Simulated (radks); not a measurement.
# Numerical settings for Sn⁺

Aim: see which numerical settings matter for the tin ion Sn+. Each run changes a setting or two against a run with the defaults. The defaults are a mesh step of 0.008 in ln r, a mesh end at 40 bohr or more, Anderson mixing 0.5 over 9 steps and a tight residual threshold, with the energy settled to 1e-9 hartree as well; every run has a cap on iterations.

Method: scalar-relativistic Kohn-Sham, BLYP, spin-unpolarised, spherical densities, finite nucleus. Code: radks (a radial shooting solver on a logarithmic mesh, Libxc functionals) version 1.

## 1. Starting point

| Quantity | Value |
| --- | --- |
| element | tin (Z = 50) |
| charge | +1 |
| electrons | 49 |
| configuration | [Kr] 4d10 5s2 5p1 |
| nuclear rms radius | 4.6519 fm |

Outer shells as boxes (Hund's rule):

Sn⁺
```
[Kr] core
4d [↑↓][↑↓][↑↓][↑↓][↑↓]
5s [↑↓]
5p [↑ ][  ][  ]
```

In the logs a row gives level, spin channel, occupation and eigenvalue; Etot, Ekin, Encl (electron-nucleus), Eh (Hartree) and Exc are energies, all in hartree; err is the last residual, it the number of iterations.

## 2. Default settings

Input:

```text
Z 50
configuration [Kr] 4d10 5s2 5p1
relativity scalar-relativistic
functional b88,lyp
spin unpolarised
nucleus finite rms 4.6519 fm
c 137.035999084
max_iterations 75
```

Started as:

```
$ python run_ks.py task.json out
```

This one command runs every case of the session in turn.

Standard output:

```text
1s      1   2.0000       -1066.64597342
2s      1   2.0000        -161.27387890
2p      1   6.0000        -144.82478607
3s      1   2.0000         -31.34443273
3p      1   6.0000         -25.96936683
3d      1  10.0000         -17.68885909
4s      1   2.0000          -5.20559179
4p      1   6.0000          -3.58047648
4d      1  10.0000          -1.23422002
5s      1   2.0000          -0.65320972
5p      1   1.0000          -0.37572923
Etot -6177.419534671143
Ekin 6449.642320941886
Encl -14922.983686034242
Eh 2461.1044189153827
Exc -165.1825884941702
err 3.924763756817014e-09
it 16
```

Wall time 0.16 s (1 thread of Arm Neoverse N1, shared host); peak memory 0.24 GiB.

The top filled level is 5p, -10.224 eV.

Radial moments (bohr):

```
level  occupation  energy (eV)     <r>  outermost maximum (interpolated)  90 % within  nodes
   3s           2      -852.93  0.3395                             0.308        0.499      2
   3p           6      -706.66  0.3378                             0.301        0.507      1
   3d          10      -481.34  0.3146                             0.251        0.496      0
   4s           2      -141.65  0.8183                             0.745         1.18      3
   4p           6      -97.430  0.8856                             0.788         1.30      2
   4d          10      -33.585   1.098                             0.886         1.71      1
   5s           2      -17.775   2.307                              1.98         3.39      4
   5p           1      -10.224   2.913                              2.42         4.36      3
```

The radial density on a logarithmic grid:

```
r (bohr)  4πr²ρ (e/bohr)
 0.00116           2.027
 0.00180           4.313
 0.00277           8.746
 0.00430           17.02
 0.00662           30.15
  0.0103           47.54
  0.0160           61.96
  0.0246           63.11
  0.0382           55.87
  0.0588           66.37
  0.0913           82.57
   0.141           62.89
   0.218           63.14
   0.339           55.77
   0.522           21.37
   0.811           23.42
    1.25           11.24
    1.94           3.117
    2.99          0.9817
    4.64          0.1308
```

## 3. Mesh step in ln r 0.2

Changes since step 2:

```diff
@@ -7,2 +7,3 @@
 c 137.035999084
+mesh_step 0.2
 max_iterations 75
```

Standard output:

```text
Etot 1.1010103520284026e+17
Ekin -2594910927856.8765
Encl -337203860366.66583
Eh 1.1010475285152258e+17
Exc -785533894100.9524
err 5148407401530.1
it 5
```

It took 0.02 s on 1 thread of Arm Neoverse N1, shared host; peak memory 0.24 GiB.

At least one occupied level has no bound solution here (a level that could not be solved has no row), so no value is taken from this run.

## 4. Mesh step in ln r 0.02

Changes since step 3:

```diff
@@ -7,3 +7,3 @@
 c 137.035999084
-mesh_step 0.2
+mesh_step 0.02
 max_iterations 75
```

Standard output:

```text
1s      1   2.0000       -1066.64597343
2s      1   2.0000        -161.27387891
2p      1   6.0000        -144.82478607
3s      1   2.0000         -31.34443271
3p      1   6.0000         -25.96936683
3d      1  10.0000         -17.68885910
4s      1   2.0000          -5.20559178
4p      1   6.0000          -3.58047648
4d      1  10.0000          -1.23422002
5s      1   2.0000          -0.65320972
5p      1   1.0000          -0.37572923
Etot -6177.419534492366
Ekin 6449.642321074469
Encl -14922.98368557951
Eh 2461.1044184886896
Exc -165.182588476016
err 9.880743171409111e-09
it 14
```

Run time: 0.07 s. Hardware: 1 thread of Arm Neoverse N1, shared host; peak memory 0.24 GiB.

Change of E against the default run: +0.0001788 mhartree.

## 5. Mesh step in ln r 0.05

Changes since step 4:

```diff
@@ -7,3 +7,3 @@
 c 137.035999084
-mesh_step 0.02
+mesh_step 0.05
 max_iterations 75
```

Standard output:

```text
1s      1   2.0000       -1066.64597334
2s      1   2.0000        -161.27388163
2p      1   6.0000        -144.82478818
3s      1   2.0000         -31.34442711
3p      1   6.0000         -25.96936386
3d      1  10.0000         -17.68886148
4s      1   2.0000          -5.20558937
4p      1   6.0000          -3.58047572
4d      1  10.0000          -1.23422058
5s      1   2.0000          -0.65320950
5p      1   1.0000          -0.37572921
Etot -6177.419486341967
Ekin 6449.642475345542
Encl -14922.983735239439
Eh 2461.104359906004
Exc -165.18258635407526
err 4.251483551818056e-09
it 13
```

It took 0.04 s on 1 thread of Arm Neoverse N1, shared host; peak memory 0.24 GiB.

Change of E against the default run: +0.04833 mhartree.

## 6. Mesh end (bohr) 8

Changes since step 5:

```diff
@@ -7,3 +7,3 @@
 c 137.035999084
-mesh_step 0.05
+mesh_end 8
 max_iterations 75
```

Standard output:

```text
1s      1   2.0000       -1066.64402807
2s      1   2.0000        -161.27197199
2p      1   6.0000        -144.82287518
3s      1   2.0000         -31.34253584
3p      1   6.0000         -25.96746971
3d      1  10.0000         -17.68696294
4s      1   2.0000          -5.20371647
4p      1   6.0000          -3.57860441
4d      1  10.0000          -1.23237804
5s      1   2.0000          -0.65174770
5p      1   1.0000          -0.37375116
Etot -6177.418691742243
Ekin 6449.651059582454
Encl -14923.080965277633
Eh 2461.1958241865536
Exc -165.18461023361832
err 3.548153109795931e-09
it 16
```

Wall time 0.15 s (1 thread of Arm Neoverse N1, shared host); peak memory 0.24 GiB.

Change of E against the default run: +0.8429 mhartree.

## 7. Mesh end (bohr) 400

Changes since step 6:

```diff
@@ -7,3 +7,3 @@
 c 137.035999084
-mesh_end 8
+mesh_end 400
 max_iterations 75
```

Standard output:

```text
1s      1   2.0000       -1066.64597342
2s      1   2.0000        -161.27387890
2p      1   6.0000        -144.82478607
3s      1   2.0000         -31.34443273
3p      1   6.0000         -25.96936683
3d      1  10.0000         -17.68885909
4s      1   2.0000          -5.20559179
4p      1   6.0000          -3.58047648
4d      1  10.0000          -1.23422002
5s      1   2.0000          -0.65320972
5p      1   1.0000          -0.37572923
Etot -6177.419534670896
Ekin 6449.642320939642
Encl -14922.983686031735
Eh 2461.1044189153636
Exc -165.18258849416543
err 3.9239920981013145e-09
it 16
```

Run time: 0.16 s. Hardware: 1 thread of Arm Neoverse N1, shared host; peak memory 0.24 GiB.

Change of E against the default run: under 1e-4 mhartree.

## 8. Residual threshold 1e-13

Changes since step 7:

```diff
@@ -7,3 +7,3 @@
 c 137.035999084
-mesh_end 400
+threshold 1e-13
 max_iterations 75
```

Standard output:

```text
1s      1   2.0000       -1066.64597342
2s      1   2.0000        -161.27387890
2p      1   6.0000        -144.82478607
3s      1   2.0000         -31.34443273
3p      1   6.0000         -25.96936683
3d      1  10.0000         -17.68885909
4s      1   2.0000          -5.20559179
4p      1   6.0000          -3.58047648
4d      1  10.0000          -1.23422002
5s      1   2.0000          -0.65320972
5p      1   1.0000          -0.37572924
Etot -6177.419534670884
Ekin 6449.642320956289
Encl -14922.983686059248
Eh 2461.1044189266813
Exc -165.18258849460682
err 9.125144680681262e-12
it 75
```

It took 0.38 s on 1 thread of Arm Neoverse N1, shared host; peak memory 0.24 GiB.

The cycle did not converge; nothing is taken from this run.

## 9. Residual threshold 1e-16

Changes since step 8:

```diff
@@ -7,3 +7,3 @@
 c 137.035999084
-threshold 1e-13
+threshold 1e-16
 max_iterations 75
```

Standard output:

```text
1s      1   2.0000       -1066.64597342
2s      1   2.0000        -161.27387890
2p      1   6.0000        -144.82478607
3s      1   2.0000         -31.34443273
3p      1   6.0000         -25.96936683
3d      1  10.0000         -17.68885909
4s      1   2.0000          -5.20559179
4p      1   6.0000          -3.58047648
4d      1  10.0000          -1.23422002
5s      1   2.0000          -0.65320972
5p      1   1.0000          -0.37572924
Etot -6177.419534670884
Ekin 6449.642320956289
Encl -14922.983686059248
Eh 2461.1044189266813
Exc -165.18258849460682
err 9.125144680681262e-12
it 75
```

Wall time 0.39 s (1 thread of Arm Neoverse N1, shared host); peak memory 0.24 GiB.

Not converged, so its numbers are not used.

## 10. Mixing 0.2

Changes since step 9:

```diff
@@ -7,3 +7,3 @@
 c 137.035999084
-threshold 1e-16
+mixing 0.2
 max_iterations 75
```

Standard output:

```text
1s      1   2.0000       -1066.64597341
2s      1   2.0000        -161.27387889
2p      1   6.0000        -144.82478606
3s      1   2.0000         -31.34443272
3p      1   6.0000         -25.96936683
3d      1  10.0000         -17.68885908
4s      1   2.0000          -5.20559179
4p      1   6.0000          -3.58047647
4d      1  10.0000          -1.23422001
5s      1   2.0000          -0.65320972
5p      1   1.0000          -0.37572923
Etot -6177.419534670857
Ekin 6449.642320971605
Encl -14922.983686209318
Eh 2461.104419065657
Exc -165.18258849880138
err 9.061695133615092e-09
it 17
```

It took 0.18 s on 1 thread of Arm Neoverse N1, shared host; peak memory 0.24 GiB.

Change of E against the default run: under 1e-4 mhartree.

## 11. Mixing history 1, mixing 1

Changes since step 10:

```diff
@@ -7,3 +7,4 @@
 c 137.035999084
-mixing 0.2
+history 1
+mixing 1
 max_iterations 75
```

Standard output:

```text
1s      1   2.0000       -1085.98717093
2s      1   2.0000        -179.04715811
3s      1   2.0000         -45.73502388
3p      1   6.0000        -162.87451887
4s      1   2.0000         -15.73051473
4p      1   6.0000         -40.41979836
4d      1  10.0000         -32.52809215
5s      1   2.0000          -6.56546992
5p      1   1.0000         -13.84074429
Etot 6.175328536395218e+18
Ekin 138061907860.76364
Encl -313197578447.0209
Eh 6.17533108018407e+18
Exc -2368653181578.7744
err 32880605894066.746
it 21
```

Run time: 0.4 s. Hardware: 1 thread of Arm Neoverse N1, shared host; peak memory 0.24 GiB.

At least one occupied level has no bound solution here (a level that could not be solved has no row), so no value is taken from this run.

## 12. Mixing history 1, mixing 0.5

Changes since step 11:

```diff
@@ -8,3 +8,3 @@
 history 1
-mixing 1
+mixing 0.5
 max_iterations 75
```

Standard output:

```text
1s      1   2.0000       -1066.64597342
2s      1   2.0000        -161.27387890
2p      1   6.0000        -144.82478607
3s      1   2.0000         -31.34443273
3p      1   6.0000         -25.96936683
3d      1  10.0000         -17.68885909
4s      1   2.0000          -5.20559179
4p      1   6.0000          -3.58047648
4d      1  10.0000          -1.23422002
5s      1   2.0000          -0.65320972
5p      1   1.0000          -0.37572924
Etot -6177.419534670914
Ekin 6449.642320956138
Encl -14922.983686059091
Eh 2461.104418926643
Exc -165.18258849460412
err 2.5843729514385908e-05
it 75
```

Wall time 0.38 s (1 thread of Arm Neoverse N1, shared host); peak memory 0.24 GiB.

The run did not meet its threshold, so it is not used.

## 13. Mixing history 20

Changes since step 12:

```diff
@@ -7,4 +7,3 @@
 c 137.035999084
-history 1
-mixing 0.5
+history 20
 max_iterations 75
```

Standard output:

```text
1s      1   2.0000       -1066.64597343
2s      1   2.0000        -161.27387890
2p      1   6.0000        -144.82478607
3s      1   2.0000         -31.34443273
3p      1   6.0000         -25.96936684
3d      1  10.0000         -17.68885909
4s      1   2.0000          -5.20559179
4p      1   6.0000          -3.58047648
4d      1  10.0000          -1.23422002
5s      1   2.0000          -0.65320972
5p      1   1.0000          -0.37572924
Etot -6177.419534670941
Ekin 6449.642321081503
Encl -14922.98368637877
Eh 2461.104419127988
Exc -165.18258850166214
err 8.18374454717397e-09
it 21
```

Run time: 0.2 s. Hardware: 1 thread of Arm Neoverse N1, shared host; peak memory 0.24 GiB.

Change of E against the default run: under 1e-4 mhartree.

## 14. Iteration cap 8

Changes since step 13:

```diff
@@ -7,3 +7,2 @@
 c 137.035999084
-history 20
-max_iterations 75
+max_iterations 8
```

Standard output:

```text
1s      1   2.0000       -1066.64561516
2s      1   2.0000        -161.27349865
2p      1   6.0000        -144.82440324
3s      1   2.0000         -31.34407696
3p      1   6.0000         -25.96901065
3d      1  10.0000         -17.68849989
4s      1   2.0000          -5.20527513
4p      1   6.0000          -3.58016864
4d      1  10.0000          -1.23394198
5s      1   2.0000          -0.65307870
5p      1   1.0000          -0.37563534
Etot -6177.419534235872
Ekin 6449.632404632086
Encl -14922.957700171839
Eh 2461.087772090771
Exc -165.18201078688992
err 0.0006940971829452436
it 8
```

Run time: 0.09 s. Hardware: 1 thread of Arm Neoverse N1, shared host; peak memory 0.24 GiB.

Not converged, so its numbers are not used.

## 15. Summary of results

```
                     setting  mesh points  iterations  converged  change of E (mhartree)    time
            Default settings         2314          16        yes                       0  0.16 s
       mesh step in ln r 0.2           93           5         no                       -  0.02 s
      mesh step in ln r 0.02          926          14        yes              +0.0001788  0.07 s
      mesh step in ln r 0.05          371          13        yes                +0.04833  0.04 s
           mesh end (bohr) 8         1987          16        yes                 +0.8429  0.15 s
         mesh end (bohr) 400         2476          16        yes                       0  0.16 s
    residual threshold 1e-13         2314          75         no                       -  0.38 s
    residual threshold 1e-16         2314          75         no                       -  0.39 s
                  mixing 0.2         2314          17        yes                       0  0.18 s
  mixing history 1, mixing 1         2314          21         no                       -   0.4 s
mixing history 1, mixing 0.5         2314          75         no                       -  0.38 s
           mixing history 20         2314          21        yes                       0   0.2 s
             iteration cap 8         2314           8         no                       -  0.09 s
```

In words: A zero stands for a change under the printed digits. No run that converges misses the default energy by more than 1 mhartree. Not converged or rejected: mesh step in ln r 0.2; residual threshold 1e-13; residual threshold 1e-16; mixing history 1, mixing 1; mixing history 1, mixing 0.5; iteration cap 8.
